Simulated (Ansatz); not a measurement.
Predict the output of the script below (Ansatz's Python interface).

`cus.xyz`
```text
2
Lattice="0.0 2.58003011 2.58003011 2.58003011 0.0 2.58003011 2.58003011 2.58003011 0.0" Properties=species:S:1:pos:R:3 pbc="T T T"
Cu    1.29001506    1.29001506    1.29001506
S     0.00000000    0.00000000    0.00000000
```

`cus.py`:
```python
# -*- coding: utf-8 -*-
'''SCF run for CuS.'''

from collections import defaultdict

import ansatz as az
import numpy as np
from pymatgen.core import Structure
from scipy.ndimage import map_coordinates

params = {
    'cutoff': 530,
    'k_length': 22,
    'width_ev': 0.15,
    'max_scf': 60,
}


def main():
    xtal = az.Crystal.from_extxyz('cus.xyz')

    # settings of the run
    setup = xtal.calculation()
    setup = setup.functional(az.Functional.PBESOL)
    setup = setup.basis(params['cutoff'], density_ratio=6).kpoints(length=params['k_length'])
    setup = setup.occupations(az.OccupationsMethod.GAUSSIAN, width=params['width_ev'])
    setup = setup.mixing('anderson')
    setup = setup.scf(max_iterations=params['max_scf'])
    setup = setup.forces()
    setup = setup.band_table()
    setup = setup.density().density_of_states(energy_step=0.1, method='smearing', broadening_width=0.1, projected=True)
    outcome = setup.run()
    rep = outcome.report

    print(f'free energy      {rep["free_energy_ev"]:.5f} eV')
    print(f'per atom         {rep["free_energy_ev"] / len(outcome.lattice.sites):.5f} eV')
    print(f'SCF iterations   {rep["n_iterations"]}  (converged: {rep["converged"]})')

    if outcome.unlabelled_reasons:
        print('not a label:', outcome.unlabelled_reasons)
    else:
        print(outcome.training_frame().splitlines()[0], 'atoms in the frame')

    fermi = rep['fermi_energy_ev']
    print('levels less the Fermi level (eV) at the first k-points (first spin channel where there are two)')
    for k, levels in list(zip(rep['kpoints_frac'], rep['eigenvalues_ev']))[:4]:
        print('k = ({:.3f}, {:.3f}, {:.3f})'.format(*k))
        print('   ', ' '.join(f'{e - fermi:.3f}' for e in levels))

    print('energy terms (eV)')
    for term, value in rep['components'].items():
        if abs(value) > 1e-9:
            print(f'  {term:26s} {value:16.5f}')

    final = Structure(outcome.lattice.cell_ang, [s.symbol for s in outcome.lattice.sites], [s.position_frac for s in outcome.lattice.sites])
    # the grid holds the pseudo-density, which differs from the true one inside the cores
    rho = outcome.density()
    total = sum(channel.density_e_per_ang3 for channel in rho.channels[:2])
    grid_cell = np.asarray(rho.fft_grid_basis) @ outcome.lattice.cell_ang
    partner = min(final.get_neighbors(final[0], 5.0), key=lambda n: n.nn_distance)
    line = np.linspace(final[0].coords, partner.coords, 13)
    points = (line @ np.linalg.inv(grid_cell)) * rho.dims
    values = map_coordinates(total, points.T, order=3, mode='grid-wrap')
    print(f'from {final[0].specie} to {partner.specie}, {partner.nn_distance:.3f} A')
    for t, value in zip(np.linspace(0, partner.nn_distance, 13), values):
        print(f'{t:7.3f} A  {value:9.4f} e/A^3')

    dos = outcome.density_of_states()
    energy = np.asarray(dos.energies_ev) - dos.fermi_ev
    projected = outcome.projected_density_of_states()
    by_shell = defaultdict(float)
    for site in projected.sites:
        for shell in site.shells:
            for part in shell.curves:
                by_shell[f'{site.species} {"spdf"[shell.l]}'] += np.sum(part.g_bin_mean_per_ev, axis=0)
    print('E - E_F  ' + ' '.join(f'{name:>7s}' for name in by_shell))
    for e in np.arange(-6, 6 + 0.1, 1.0):
        print(f'{e:7.1f}  ' + ' '.join(f'{np.interp(e, energy, curve):7.3f}' for curve in by_shell.values()))


if __name__ == '__main__':
    main()
```

```console
$ python cus.py
free energy      -7474.10998 eV
per atom         -3737.05499 eV
SCF iterations   7  (converged: True)
2 atoms in the frame
levels less the Fermi level (eV) at the first k-points (first spin channel where there are two)
k = (0.000, 0.000, 0.000)
    -112.258 -69.778 -69.778 -69.778 -13.934 -4.303 -4.303 -4.303 -2.665 -2.665 1.288 1.288 1.288 3.390 7.117 7.117 7.117
k = (0.000, 0.000, 0.143)
    -112.258 -69.778 -69.778 -69.778 -13.753 -4.521 -4.257 -4.257 -2.675 -2.675 0.107 1.048 1.048 4.283 7.111 7.487 7.487
k = (0.000, 0.000, 0.286)
    -112.258 -69.779 -69.778 -69.778 -13.298 -5.073 -4.164 -4.164 -2.664 -2.664 -1.456 0.557 0.557 4.681 7.844 7.844 8.186
k = (0.000, 0.000, 0.429)
    -112.258 -69.779 -69.778 -69.778 -12.865 -5.628 -4.105 -4.105 -2.605 -2.605 -2.342 0.178 0.178 4.553 7.692 7.692 9.525
energy terms (eV)
  e_band                           -503.11642
  e_kinetic                         405.23391
  e_local                         -5546.75666
  e_nonlocal                        419.16777
  e_hartree                        2436.22395
  e_xc                             -184.60138
  e_vxc                            -202.08603
  e_paw                           -2208.79966
  e_vpaw                           -451.13922
  e_augmentation_tail                 0.00008
  e_ewald                         -2794.82645
  e_core_change                       0.26815
  e_smearing                         -0.01970
from Cu to S, 2.234 A
  0.000 A    70.1015 e/A^3
  0.186 A    49.7323 e/A^3
  0.372 A    19.3962 e/A^3
  0.559 A     5.3476 e/A^3
  0.745 A     1.5155 e/A^3
  0.931 A     0.6458 e/A^3
  1.117 A     0.6086 e/A^3
  1.303 A     0.7964 e/A^3
  1.490 A     1.0860 e/A^3
  1.676 A     1.2190 e/A^3
  1.862 A     0.9074 e/A^3
  2.048 A     0.2927 e/A^3
  2.234 A    -0.0249 e/A^3
E - E_F     Cu s    Cu p    Cu d     S s     S p
   -6.0    0.000   0.000   0.000   0.000   0.000
   -5.0    0.215   0.001   0.459   0.029   1.009
   -4.0    0.023   0.004   3.453   0.001   2.410
   -3.0    0.003   0.000   0.519   0.001   0.010
   -2.0    0.038   0.000   1.366   0.067   0.252
   -1.0    0.030   0.002   1.387   0.066   1.102
    0.0    0.008   0.001   0.633   0.012   1.022
    1.0    0.000   0.000   0.189   0.000   0.399
    2.0    0.000   0.000   0.000   0.000   0.000
    3.0    0.000   0.000   0.000   0.000   0.000
    4.0    0.001   0.000   0.002   0.001   0.000
    5.0    0.036   0.000   0.004   0.006   0.014
    6.0    0.219   0.000   0.010   0.029   0.099
```

The settings weren't tested for convergence. No spin polarisation was allowed. The energy terms are those on the plane-wave grid, with the one-centre PAW part apart; e_band, e_vxc and e_vpaw aren't summands of the total. For a metal this k-point mesh is coarse: on a finer one energies can move by several to tens of meV an atom and pressures by half a GPa or more, differences at one mesh by less. Projections exist only for the shells that the potentials hold, some of them semicore, and samples at single energies can miss narrow peaks. The fields are valence quantities on the plane-wave grid; their values near the nuclei depend on the potentials. This cell is a computed structure, which may not be the phase found in nature. Levels are Kohn-Sham eigenvalues on this mesh. The computed bands are complete only to about 7.1 eV above the Fermi level; beyond that the density of states is undercounted. Finished in 2.2 s on 1 thread of Intel(R) Xeon(R) Platinum 8488C (Sapphire Rapids), with other jobs on the host, peak memory 0.45 GiB.
